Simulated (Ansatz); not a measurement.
**NiMoIrPdW: single point with PBE**

NiMoIrPdW:

```
Ni Mo Pd Ir W
1.0
     4.11705    0.00000    0.00000
    -2.05853    3.56547    0.00000
     0.00000    0.00000    5.44580
Ni Mo Pd Ir W
1 1 1 1 1
Direct
  0.00000 0.00000 0.95775
  0.66667 0.33333 0.96161
  0.66667 0.33333 0.46295
  0.33333 0.66667 0.72572
  0.33333 0.66667 0.23642
```

The cell was built by a generator and needn't be a form met in nature.

- Program: Ansatz 0.2.0
- Task: single point
- Functional: PBE
- Potentials or basis: Ansatz PAW earlier set
- Cutoff: 1080 eV
- Density cutoff: 4320 eV
- k mesh: 8 × 8 × 5
- Occupations: fermi-dirac, width 0.05 eV
- Spin: collinear spin, ferromagnetic start
- Starting moments: [1.0, 1.0, 0.0, 0.6, 0.0] μB

```
Pressure               : 0.0 GPa
Largest force          : 0.039 eV/Å
Band gap on the k mesh : none (metal or under the smearing width)
Net moment             : 0.00 μB per cell
Absolute moment        : 0.00 μB per cell
```

Forces in eV/Å, atoms in the order of the input:
```
Ni   0.000  0.000 -0.011
Mo   0.000  0.000  0.039
Pd   0.000  0.000  0.009
Ir   0.000  0.000 -0.005
W    0.000  0.000 -0.033
```

Levels at points of the mesh, in eV from the Fermi level:
Spin up:
| k point | band 52 | band 53 | band 54 | band 55 | band 56 | band 57 |
| --- | --- | --- | --- | --- | --- | --- |
| (0.00, 0.00, 0.00) | -0.98 | -0.77 | -0.77 | 0.82 | 0.82 | 1.81 |
| (0.00, -0.50, 0.00) | -1.05 | -0.52 | -0.27 | 0.96 | 1.18 | 1.28 |
Spin down:
```csv
k point,band 50,band 51,band 52,band 53,band 54,band 55,band 56,band 57,band 58,band 59
"(0.00, 0.00, 0.00)",-1.71,-1.71,-0.98,-0.77,-0.77,0.82,0.82,1.81,1.81,3.02
"(0.00, -0.50, 0.00)",-1.59,-1.44,-1.05,-0.52,-0.27,0.96,1.18,1.28,1.61,1.91
```

It took 22 s on 8 threads of Intel(R) Xeon(R) 6975P-C (Granite Rapids), with other jobs on the host, peak memory 2.1 GiB.

Caveat: the starting moments weren't kept. Spin-orbit coupling is left out, which matters for the levels of Ir, W.
